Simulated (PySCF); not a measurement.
**HNTe with other numerical set-ups**

Aim: see how much the energy and properties of HNTe depend on the numerical set-up.

Computed with PySCF 2.14.0. Level: each script names its method and basis.

## (1) Where the work starts

HNTe: 3 atoms, charge 0, spin multiplicity 1.

Bond lengths: Te1–N2 1.839 Å, Te1–H3 1.720 Å. Angles: N2–Te1–H3 104.7°.

Geometry (Å):

```mol
HNTe
  3D, bonds by distance, orders not assigned

  3  2  0  0  0  0  0  0  0  0999 V2000
    0.1305    0.0000   -0.1162 Te  0  0
   -1.3192    0.0000    1.0147 N   0  0
    1.4986    0.0000    0.9260 H   0  0
  1  2  8  0
  1  3  8  0
M  END
```

## (2) The base run

input.py

```python
from pyscf import gto, scf, mp

mol = gto.M(
    atom='Te 0.1305 0 -0.1162; N -1.3192 0 1.0147; H 1.4986 0 0.926',
    basis='sbkjc',
    ecp={'Te': 'sbkjc', 'N': 'sbkjc'},
    charge=0,
    spin=0,
    verbose=4,
)
mf = scf.RHF(mol)
mf.kernel()
mp.MP2(mf).kernel()
mf.dip_moment()
print('orbital energies (hartree):', mf.mo_energy[..., max(0, mol.nelec[1]-3):mol.nelec[0]+3].round(4))
```

Run with:

```
$ OMP_NUM_THREADS=1 python input.py
```

Its log is not repeated here.

## (3) Jorge-dzp-dkh (core potential off, X2C on)

Edit 1 changes basis set: sbkjc → jorge-dzp-dkh; core potential: on → off; spin-free X2C: off → on. The core potential changes with it: totals don't compare.

input.py, as its differences from that of step 2:

```diff
@@ -4,4 +4,3 @@
     atom='Te 0.1305 0 -0.1162; N -1.3192 0 1.0147; H 1.4986 0 0.926',
-    basis='sbkjc',
-    ecp={'Te': 'sbkjc', 'N': 'sbkjc'},
+    basis='jorge-dzp-dkh',
     charge=0,
@@ -11,2 +10,3 @@
 mf = scf.RHF(mol)
+mf = mf.sfx2c1e()
 mf.kernel()
```

## (4) Crenbl

Edit 2 changes basis set: sbkjc → crenbl. The core potential changes with it: totals don't compare.

input.py, as its differences from that of step 2:

```diff
@@ -4,4 +4,4 @@
     atom='Te 0.1305 0 -0.1162; N -1.3192 0 1.0147; H 1.4986 0 0.926',
-    basis='sbkjc',
-    ecp={'Te': 'sbkjc', 'N': 'sbkjc'},
+    basis='crenbl',
+    ecp={'Te': 'crenbl', 'N': 'crenbl'},
     charge=0,
```

Before running it: what results should come out? Wanted: for each run, E(SCF); from base; gap; SCF dipole; after the SCF.

As calculated:

```csv
run,E(SCF) (hartree),from base (eV),cycles,gap (eV),SCF dipole (D),functions,after the SCF
base,-17.914221,0,11,11.38,3.38,18,MP2 correlation -3.701 eV
"jorge-dzp-dkh (core potential off, X2C on)",-6840.328187,not comparable,12,11.58,2.95,68,MP2 correlation -20.463 eV
crenbl,-104.421338,not comparable,11,11.50,3.25,52,MP2 correlation -9.544 eV
```

In words: Total energies from different bases, Hamiltonians or methods carry different errors, so properties are taken as differences within one set-up.
